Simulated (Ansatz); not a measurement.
# CH₅GaN₂Si: ionisation energy by level of theory

Aim: the vertical ionisation energy of CH₅GaN₂Si, as cation minus neutral at the neutral's geometry, on several levels, and how well −ε(HOMO) stands in for it.

The runs use Ansatz 0.2.0, Gaussian basis; unrestricted cation, the program's frozen cores in correlated methods.

Plan: UKS PBE-D4/def2-TZVPP; UKS r2SCAN-D4/def2-TZVPP; UKS PBE0-D4/def2-TZVPP; UKS B3LYP-D4/def2-TZVPP; UKS wB97X-V/def2-TZVPP; UKS wB97M-V/def2-TZVPP; UKS B2PLYP/def2-TZVPP; UHF-CCSD(T)/def2-TZVPP; UHF-MP2/def2-QZVPP; extrapolation to the limit; then −ε(HOMO) from the neutral's earlier runs with LDA (SPW92), PBE-D4, revPBE-D4, BLYP-D4, r2SCAN-D4, B97M-V, PBE0-D4, B3LYP-D4, r2SCANh-D4, r2SCAN0-D4, HSE06-D4, BHLYP-D4, CAM-B3LYP-D4, LC-ωPBE, ωB97X-V, ωB97M-V.

## 1. Structure used throughout

All runs share one geometry, relaxed beforehand with PBE0-D4 in a triple-zeta def2 set.

SMILES `N=C=N[SiH2][GaH2]`, 10 atoms, charge 0, spin multiplicity 1.

Atoms are counted from 1 here; the program's logs count them from 0.

Bond lengths: N1–C2 1.218 Å, N1–H6 1.007 Å, C2–N3 1.204 Å, N3–Si4 1.728 Å, Si4–Ga5 2.420 Å, Si4–H7 1.489 Å, Si4–H8 1.490 Å, Ga5–H9 1.573 Å, Ga5–H10 1.573 Å. Angles: C2–N1–H6 121.9°, N1–C2–N3 172.7°, C2–N3–Si4 143.3°, N3–Si4–Ga5 113.9°, N3–Si4–H7 106.9°, N3–Si4–H8 107.4°, Ga5–Si4–H7 110.2°, Ga5–Si4–H8 111.2°, H7–Si4–H8 106.9°, Si4–Ga5–H9 120.3°, Si4–Ga5–H10 121.2°, H9–Ga5–H10 118.4°.

## 2. Cation, UKS PBE-D4/def2-TZVPP

in.yaml

```yaml
crystal:
  periodic: [false, false, false]
  atoms:
    - {symbol: N, position_ang: [0.962719, 0.790270, 2.701771]}
    - {symbol: C, position_ang: [0.858248, 0.034452, 1.751969]}
    - {symbol: N, position_ang: [0.690947, -0.810543, 0.910712]}
    - {symbol: Si, position_ang: [-0.180754, -1.171316, -0.536581]}
    - {symbol: Ga, position_ang: [-0.960449, 0.787770, -1.724851]}
    - {symbol: H, position_ang: [1.645852, 1.530184, 2.721242]}
    - {symbol: H, position_ang: [0.729681, -1.970046, -1.402488]}
    - {symbol: H, position_ang: [-1.314773, -2.061916, -0.163093]}
    - {symbol: H, position_ang: [-1.862642, 0.634191, -3.004736]}
    - {symbol: H, position_ang: [-0.568829, 2.236946, -1.253947]}
basis:
  gaussian: {orbitals: def2-TZVPP}
total_charge: 1
magnetization: {spin_polarized: true, initial_magnetization: 1}
hamiltonian: {xc: pbe, dispersion: d4}
```

Started as:

```sh
$ ansatz run in.yaml --threads 2 --pin off --events-out ev --progress --plain --max-ram 32768MiB --backend cpu
```

The runs that follow: Cation, UKS r2SCAN-D4/def2-TZVPP; Cation, UKS PBE0-D4/def2-TZVPP; Cation, UKS B3LYP-D4/def2-TZVPP; Cation, UKS wB97X-V/def2-TZVPP; Cation, UKS wB97M-V/def2-TZVPP; Cation, UKS B2PLYP (frozen core)/def2-TZVPP; Cation, UHF-CCSD(T)/def2-TZVPP; Cation, UHF-MP2/def2-QZVPP.

**Question.** What will the summary of the whole plan be? Wanted: ionisation energy, CCSD(T)/CBS; nearest functional by difference; nearest −ε(HOMO); −ε(HOMO) of PBE; T1 of the cation.

The runs gave:

| quantity | value |
| --- | --- |
| ionisation energy, CCSD(T)/CBS | 9.36 eV |
| nearest functional by difference | ωB97X-V (-0.20 eV) |
| nearest −ε(HOMO) | ωB97X-V (-0.09 eV) |
| −ε(HOMO) of PBE | 5.97 eV |
| T1 of the cation | 0.049 |

**Reading.** By cation minus neutral, the functionals miss by 0.76 eV at most. The PBE orbital energy is 3.4 eV too small: a semilocal HOMO is no ionisation energy. Among orbital estimates ωB97X-V comes nearest. Hartree-Fock falls 1.08 eV short, as the neutral has more correlation energy than the cation. The cation's T1 (from the report) is 0.049, above the customary mark of 0.045 for open shells, so the coupled-cluster value is less safe. Correlated methods include outer-core shells of Ga, which these sets cover unevenly. With outer-core shells in play the reference is unsure by up to some tenths of an eV, so close misses can't be ranked.
